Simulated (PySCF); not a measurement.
# C₃H₁₀GeSi: a tour of settings, part 2 of 2

PySCF 2.14.0. Atoms count from 0. Earlier steps stand in the parts before.

### 5 Excited states and response: PBE0/def2-SVPD

What the job is given:

```
{"job": {"kind": "uv", "xc": "PBE0", "basis": "def2-SVPD", "nstates": 25, "ntriplets": 2, "tda": true, "grid": 1}, "charge": 0, "multiplicity": 1}
C      0.372125     2.293725     0.438296
C     -0.450066     1.585751    -0.318031
Si    -0.188823    -0.237824    -0.728859
C     -1.765891    -1.210087    -0.296371
Ge     1.640519    -1.086229     0.473770
H      0.213877     3.337534     0.664739
H      1.257415     1.848143     0.872388
H     -1.324134     2.074264    -0.732058
H      0.059901    -0.360414    -2.177435
H     -1.622839    -2.272625    -0.472920
H     -2.611295    -0.886366    -0.895752
H     -2.033675    -1.082565     0.749346
H      1.763032    -2.582817     0.465659
H      2.993367    -0.645399    -0.005984
H      1.692073    -0.767102     1.941299
```

Method: TDA PBE0/def2-SVPD, vertical, gas phase, core orbitals frozen in the response.

What it wrote:

```text
final grid: 54088 points
cycle   1  E = -2485.7967426747  dE = -4.427e-01  |g| = 4.959e-01  |ddm| = 4.940e+00
cycle   2  E = -2485.7856568080  dE =  1.109e-02  |g| = 5.392e-01  |ddm| = 1.132e+00
cycle   3  E = -2485.8434554340  dE = -5.780e-02  |g| = 4.347e-02  |ddm| = 6.768e-01
cycle   4  E = -2485.8437842134  dE = -3.288e-04  |g| = 3.079e-02  |ddm| = 1.024e-01
cycle   5  E = -2485.8440345925  dE = -2.504e-04  |g| = 5.385e-03  |ddm| = 4.301e-02
cycle   6  E = -2485.8440440289  dE = -9.436e-06  |g| = 9.127e-04  |ddm| = 1.072e-02
cycle   7  E = -2485.8440442618  dE = -2.329e-07  |g| = 2.917e-04  |ddm| = 1.815e-03
cycle   8  E = -2485.8440442865  dE = -2.476e-08  |g| = 6.413e-05  |ddm| = 4.874e-04
cycle   9  E = -2485.8440442878  dE = -1.253e-09  |g| = 1.102e-05  |ddm| = 1.281e-04
cycle  10  E = -2485.8440442878  dE = -2.092e-11  |g| = 2.689e-06  |ddm| = 3.413e-05
converged SCF energy = -2485.8440442878

Static polarisability (au): isotropic 96.845, principal 79.844 103.113 107.577

Singlet excitations
state   eV       nm        f      main configurations
  1   6.4329    192.7   0.00264   H-1->L 0.72, H-2->L 0.15, H->L 0.10
  2   6.8742    180.4   0.01110   H-2->L 0.71, H-1->L 0.15
  3   7.1394    173.7   0.06393   H->L+2 0.63, H->L 0.21
  4   7.2464    171.1   0.09479   H->L+1 0.45, H->L 0.17, H->L+3 0.15
  5   7.3201    169.4   0.06965   H->L+1 0.47, H->L+2 0.16, H->L 0.12
  6   7.4710    166.0   0.11772   H-1->L+2 0.67, H->L+3 0.08
  7   7.4869    165.6   0.02229   H-1->L+1 0.61, H->L+3 0.10, H-1->L+2 0.10
  8   7.6463    162.1   0.16856   H-1->L+3 0.71, H-1->L+1 0.10
  9   7.6542    162.0   0.05075   H->L+3 0.43, H-3->L 0.23, H-1->L+3 0.16
 10   7.8266    158.4   0.05246   H-3->L 0.45, H-2->L+2 0.15, H->L+3 0.09
 11   7.9314    156.3   0.00846   H-4->L 0.69, H-2->L+1 0.08
 12   7.9755    155.5   0.01530   H-2->L+1 0.54, H->L+4 0.19, H-4->L 0.14
 13   8.0313    154.4   0.00967   H->L+4 0.72, H-2->L+1 0.17
 14   8.1144    152.8   0.00243   H-2->L+2 0.60, H-5->L 0.16
 15   8.1464    152.2   0.05353   H-1->L+4 0.60, H-3->L+1 0.14, H-3->L+2 0.12
 16   8.2948    149.5   0.01705   H-2->L+3 0.33, H-3->L+2 0.28, H-4->L+1 0.21
 17   8.3117    149.2   0.00409   H-2->L+3 0.44, H-3->L+2 0.23
 18   8.3169    149.1   0.00941   H->L+6 0.51, H->L+5 0.32
 19   8.3883    147.8   0.08794   H-3->L+1 0.35, H-5->L 0.18, H-3->L+3 0.10
 20   8.4634    146.5   0.00428   H->L+5 0.27, H->L+6 0.23, H->L+7 0.14
 21   8.5015    145.8   0.03218   H-3->L+3 0.40, H-5->L 0.17, H->L+5 0.08
 22   8.5413    145.2   0.08461   H->L+7 0.24, H-1->L+5 0.24, H-4->L+1 0.11
 23   8.5516    145.0   0.06928   H-1->L+6 0.24, H-4->L+1 0.15, H-5->L 0.12
 24   8.6090    144.0   0.01880   H->L+7 0.47, H-4->L+1 0.20
 25   8.6439    143.4   0.02482   H-4->L+3 0.43

Triplet excitations (Tamm-Dancoff, eV): 4.3353 5.9742
```

Run time: 63 s. Hardware: 1 thread, shared host.

In short: HOMO -8.00 eV, LUMO -0.44 eV; lowest singlet 6.43 eV.

### 6 NMR shieldings: PBE0/pcSseg-1

Same as in step 5 but for these lines:

```diff
@@ -1,2 +1,2 @@
-{"job": {"kind": "uv", "xc": "PBE0", "basis": "def2-SVPD", "nstates": 25, "ntriplets": 2, "tda": true, "grid": 1}, "charge": 0, "multiplicity": 1}
+{"job": {"kind": "nmr", "xc": "PBE0", "basis": "pcSseg-1", "pop": true, "scf": {"diis": false, "damp": 0.9, "max_cycle": 67}}, "charge": 0, "multiplicity": 1}
 C      0.372125     2.293725     0.438296
```

Method: GIAO PBE0/pcSseg-1 NMR shielding, non-relativistic, gas phase.

What it wrote:

```text
damping 0.90 in the first 6 cycles
final grid: 112312 points
cycle   1  E = -2485.9573935849  dE = -4.810e-01  |g| = 9.008e-01  |ddm| = 3.476e+00
cycle   2  E = -2485.9856508422  dE = -2.826e-02  |g| = 7.158e-01  |ddm| = 9.322e-02
cycle   3  E = -2486.0025543527  dE = -1.690e-02  |g| = 5.737e-01  |ddm| = 7.157e-02
cycle   4  E = -2486.0127862942  dE = -1.023e-02  |g| = 4.636e-01  |ddm| = 5.526e-02
cycle   5  E = -2486.0190513681  dE = -6.265e-03  |g| = 3.777e-01  |ddm| = 4.295e-02
cycle   6  E = -2486.0182175198  dE =  8.338e-04  |g| = 3.265e-01  |ddm| = 3.328e-01
cycle   7  E = -2486.0128887570  dE =  5.329e-03  |g| = 3.860e-01  |ddm| = 4.035e-01
cycle   8  E = -2486.0043781992  dE =  8.511e-03  |g| = 4.577e-01  |ddm| = 5.102e-01
cycle   9  E = -2485.9880397717  dE =  1.634e-02  |g| = 5.835e-01  |ddm| = 6.412e-01
cycle  10  E = -2485.9563845749  dE =  3.166e-02  |g| = 7.233e-01  |ddm| = 8.423e-01
[... 47 cycles left out ...]
cycle  58  E = -2019.9587703004  dE =  1.774e+01  |g| = 3.461e+01  |ddm| = 7.991e+01
cycle  59  E = -2037.6964027653  dE = -1.774e+01  |g| = 3.057e+01  |ddm| = 7.991e+01
cycle  60  E = -2019.9587703004  dE =  1.774e+01  |g| = 3.461e+01  |ddm| = 7.991e+01
cycle  61  E = -2037.6964027653  dE = -1.774e+01  |g| = 3.057e+01  |ddm| = 7.991e+01
cycle  62  E = -2019.9587703004  dE =  1.774e+01  |g| = 3.461e+01  |ddm| = 7.991e+01
cycle  63  E = -2037.6964027653  dE = -1.774e+01  |g| = 3.057e+01  |ddm| = 7.991e+01
cycle  64  E = -2019.9587703004  dE =  1.774e+01  |g| = 3.461e+01  |ddm| = 7.991e+01
cycle  65  E = -2037.6964027653  dE = -1.774e+01  |g| = 3.057e+01  |ddm| = 7.991e+01
cycle  66  E = -2019.9587703004  dE =  1.774e+01  |g| = 3.461e+01  |ddm| = 7.991e+01
cycle  67  E = -2037.6964027653  dE = -1.774e+01  |g| = 3.057e+01  |ddm| = 7.991e+01
SCF not converged, last energy = -2037.6964027653
```

Run time: 2.3 min. Hardware: 1 thread, shared host.

Why it failed: The SCF swings between two densities 17.74 Eh apart: plain iteration without DIIS overshoots. The remedy is to turn DIIS on. Numbers printed on the way are no properties of the molecule.

### 7 Outcome

This closing draws on all 2 parts.

| quantity | value |
| --- | --- |
| ¹³C shifts against TMS (PBE0/pcSseg-1) | 144.1, 143.3, -3.1 ppm |
| ¹H shifts against TMS (PBE0/pcSseg-1, means over atoms taken as alike) | 6.67, 6.42, 6.15, 4.80, 3.06, 0.37 ppm |
| ²⁹Si shifts against TMS (PBE0/pcSseg-1) | -35.9 ppm |
| ⁷³Ge shifts against GeMe4 (PBE0/pcSseg-1) | -391 ppm |
| surface potential, 1st and 99th percentile | -0.45 V and 0.84 V |
| lowest singlet (PBE0/def2-SVPD) | 6.42 eV (193 nm), f = 0.003 |
| brightest single state of those computed | state 3, 7.03 eV, f = 0.211 |
| lowest triplet | 4.34 eV |
| largest coupling of the table (mPW1PW91/def2-SVP) | ¹J(C,H) C0–H5, 219.9 Hz |
| property runs in this session | 5, of which 1 failed and 0 gave unsound results |

**Reading.** Single values in the summary come from the first run of each kind that ended normally (PBE0/pcSseg-1; PBE0/def2-SVPD; mPW1PW91/def2-SVP), which need not be the best level. The most deshielded carbon is C0 (terminal =CH2 carbon), at 144.1 ppm: an sp2 carbon of a C=C bond. H7 (hydrogen on an alkene CH) lies farthest downfield among hydrogen, at 6.67 ppm; olefinic region. By nearest atom (PBE0/pcSseg-1), the HOMO sits on C0, C1 about 34 % each; H8 8 % and the LUMO on C0, C1 about 28 % each; H5, H6 about 8 % each. The lowest singlet, at 6.42 eV, is HOMO−1→LUMO 0.70, HOMO−2→LUMO 0.17 and is weak; of the 6 states computed, the strongest absorption comes from state 3 at 7.03 eV. The lowest triplet lies 2.08 eV below the lowest singlet (triplets in Tamm-Dancoff, singlets in full TDDFT). In the run at mPW1PW91/def2-SVP, the largest coupling of the table is C0–H5, 219.9 Hz, of which the Fermi-contact term gives 219.4 Hz. Couplings across rotatable bonds belong to this one conformer; where others are populated, the observed values are averages. Spin-orbit coupling is left out, which matters for shieldings and couplings at and beside the heavy atoms. Couplings from bases without tight functions are rough.
